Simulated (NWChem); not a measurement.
# C2H7N (dimethylamine) at B3LYP/def2-SVP

Aim: the electronic atomisation energy of C2H7N (dimethylamine) at B3LYP/def2-SVP, from 4 runs. 

The results are computed with NWChem 7.3.0.

2 further runs of the same task are left out: 2 set aside as unsound or not needed.

**1. The molecule**

C2H7N: 10 atoms, total charge 0, spin state singlet. SMILES: `CNC`. The coordinates come from a PBE0-D4/def2-TZVP relaxation.

Bond lengths: C1–N2 1.445 Å, N2–C3 1.445 Å, C1–H4 1.092 Å, C1–H5 1.094 Å, C1–H6 1.104 Å, N2–H7 1.011 Å, C3–H8 1.094 Å, C3–H9 1.092 Å, C3–H10 1.104 Å. Some angles: C1–N2–C3 112.8°, C1–N2–H7 109.8°, C3–N2–H7 109.8°, N2–C1–H4 110.0°, N2–C1–H5 109.4°, N2–C1–H6 114.0°, N2–C3–H8 109.4°, N2–C3–H9 110.0°, N2–C3–H10 114.0°, H4–C1–H5 107.5°.

**2. A single-point energy at B3LYP/def2-SVP (run 1)**

The input, calc.nw:

```
start calc
title "C2H7N"
memory 2200 mb
geometry units au noautosym nocenter noautoz
  C     -1.61892837     0.76968545    -1.41502692
  N     -0.86908504    -0.32956824     0.96848464
  C      1.78730297    -0.95223299     1.05541204
  H     -3.61051073     1.30485589    -1.34926445
  H     -1.39972014    -0.63268031    -2.91868200
  H     -0.50720249     2.44738430    -1.96323647
  H     -1.30221027     0.86341587     2.39730656
  H      2.18886977    -2.44681739    -0.31577324
  H      2.28165532    -1.67373043     2.92435118
  H      3.04945105     0.64949887     0.61642866
end
basis "ao basis" spherical bse
  * library def2-SVP
end
dft
  xc b3lyp
  grid fine
  convergence energy 1e-08
  iterations 100
  mulliken
  noprint "final vectors analysis"
end
task dft
```

On the command line:

```
nwchem calc.nw > calc.out
```

Log:

```text
[...]
          Wavefunction type:  closed shell.
          No. of atoms     :    10
          No. of electrons :    26
[...]
          Charge           :     0
          Spin multiplicity:     1
[...]
          AO basis - number of functions:    77
[...]
              XC Information
              --------------
                         B3LYP Method XC Potential
                     Hartree-Fock (Exact) Exchange  0.200
                        Slater Exchange Functional  0.800 local
                    Becke 1988 Exchange Functional  0.720 non-local
              Lee-Yang-Parr Correlation Functional  0.810
                  VWN I RPA Correlation Functional  0.190 local
[...]
 d= 0,ls=0.0,diis     1   -135.0321359460 -2.20D+02  8.69D-03  2.60D-01     2.1
[...]
 d= 0,ls=0.0,diis     8   -135.0641055234 -1.48D-09  9.80D-07  8.54D-09    13.1
         Total DFT energy =     -135.064105523408
      One electron energy =     -348.130634994488
           Coulomb energy =      148.933367982894
    Exchange-Corr. energy =      -20.386897738418
 Nuclear repulsion energy =       84.520059226605
[...]
      Total Density - Mulliken Population Analysis
     ---------------------------------------------
    Atom       Charge   Shell Charges
 -----------   ------   -------------------------------------------------------
    1 C    6     5.90   1.98  0.91  0.08  2.11  0.77  0.04
    2 N    7     7.29   1.99  1.00  0.47  2.46  1.34  0.03
    3 C    6     5.90   1.98  0.91  0.08  2.11  0.77  0.04
    4 H    1     0.99   0.75  0.22  0.02
    5 H    1     0.99   0.75  0.22  0.02
    6 H    1     1.02   0.76  0.24  0.02
    7 H    1     0.90   0.74  0.12  0.04
    8 H    1     0.99   0.75  0.22  0.02
    9 H    1     0.99   0.75  0.22  0.02
   10 H    1     1.02   0.76  0.24  0.02
[...]
```

It took 14 s on 1 thread of AMD EPYC 7R43 (Zen 3), shared host; peak memory 0.11 GiB.

**3. The C atom (run 2)**

The input, c.nw:

```
start c
title "C"
memory 2200 mb
geometry noautosym nocenter noautoz
   C        0.000000       0.000000       0.000000
end
basis spherical bse
   C library def2-SVP
end
dft
   xc b3lyp
   mult 3
   grid fine
   convergence energy 1e-08
   maxiter 100
   mulliken
   noprint "final vectors analysis"
end
task dft energy
```

On the command line:

```
nwchem c.nw > c.out
```

Log:

```text
[...]
          Wavefunction type:  spin polarized.
          No. of atoms     :     1
          No. of electrons :     6
[...]
          Charge           :     0
          Spin multiplicity:     3
[...]
          AO basis - number of functions:    14
[...]
              XC Information
              --------------
                         B3LYP Method XC Potential
                     Hartree-Fock (Exact) Exchange  0.200
                        Slater Exchange Functional  0.800 local
                    Becke 1988 Exchange Functional  0.720 non-local
              Lee-Yang-Parr Correlation Functional  0.810
                  VWN I RPA Correlation Functional  0.190 local
[...]
 d= 0,ls=0.0,diis     1    -37.7811626071 -3.78D+01  2.89D-02  6.08D-02     0.1
[...]
 d= 0,ls=0.0,diis     6    -37.8140607122 -9.46D-10  8.53D-08  5.88D-13     0.3
[...]
         Total DFT energy =      -37.814060712161
      One electron energy =      -50.428289528337
           Coulomb energy =       17.850818510513
    Exchange-Corr. energy =       -5.236589694336
 Nuclear repulsion energy =        0.000000000000
[...]
      Total Density - Mulliken Population Analysis
     ---------------------------------------------
    Atom       Charge   Shell Charges
 -----------   ------   -------------------------------------------------------
    1 C    6     6.00   1.99  1.24  0.77  1.26  0.74  0.00
     --------------------------------------------
      Spin Density - Mulliken Population Analysis
     --------------------------------------------
    Atom       Charge   Shell Charges
 -----------   ------   -------------------------------------------------------
    1 C    6     2.00   0.00  0.07 -0.07  1.26  0.74 -0.00
[...]
      <S2> =      2.0026 (Exact =     2.0000)
[...]
```

Wall time 1 s (1 thread of AMD EPYC 7R43 (Zen 3), shared host); peak memory 0.1 GiB.

Run 3 isn't shown in full; the table further down has it.

**4. The N atom, same level (run 4)**

The input, a.nw:

```
start a
title "N"
memory total 2200 mb

geometry units atomic noautosym nocenter noautoz
 N      0.00000000     0.00000000     0.00000000
end

basis "ao basis" spherical bse
 * library def2-SVP
end

dft
 xc b3lyp
 mult 4
 grid fine
 convergence energy 1e-08
 maxiter 100
 mulliken
 print low
end

task dft energy
```

On the command line:

```
nwchem a.nw > a.out
```

Log:

```text
[...]
 d= 0,ls=0.0,diis     1    -54.5022767623 -5.45D+01  2.68D-02  1.04D-01     0.1
[...]
 d= 0,ls=0.0,diis     6    -54.5377814230 -1.25D-10  1.66D-09  7.73D-16     0.3
[...]
         Total DFT energy =      -54.537781422951
      One electron energy =      -73.900602682882
           Coulomb energy =       26.162787503740
    Exchange-Corr. energy =       -6.799966243809
 Nuclear repulsion energy =        0.000000000000
[...]
      Total Density - Mulliken Population Analysis
     ---------------------------------------------
    Atom       Charge   Shell Charges
 -----------   ------   -------------------------------------------------------
    1 N    7     7.00   1.99  1.19  0.81  1.89  1.11  0.00
     --------------------------------------------
      Spin Density - Mulliken Population Analysis
     --------------------------------------------
    Atom       Charge   Shell Charges
 -----------   ------   -------------------------------------------------------
    1 N    7     3.00   0.00  0.09 -0.09  1.89  1.11  0.00
[...]
      <S2> =      3.7529 (Exact =     3.7500)
[...]
```

Wall time 0.95 s (1 thread of AMD EPYC 7R43 (Zen 3), shared host); peak memory 0.1 GiB.

**5. The series**

| run | level | partner | energy (Eh) | wall time |
| --- | --- | --- | --- | --- |
| 1 | B3LYP/def2-SVP | base | -135.064106 | 14 s |
| 2 | UB3LYP/def2-SVP | atoms | -37.814061 | 1 s |
| 3 | UB3LYP/def2-SVP | atoms | -0.501259 | 0.85 s |
| 4 | UB3LYP/def2-SVP | atoms | -54.537781 | 0.95 s |

**6. Summary of results**

Level: B3LYP/def2-SVP.

| quantity | value |
| --- | --- |
| N atom: total energy | -54.53778 Eh |
| N atom: ⟨S²⟩ | 3.753 |
| electronic atomisation energy | 37.807 eV |

In words: Taking the molecule apart into free atoms costs 37.81 eV (3648 kJ/mol), before zero-point energy and without spin-orbit coupling. All runs together took 17 s, the longest 14 s.
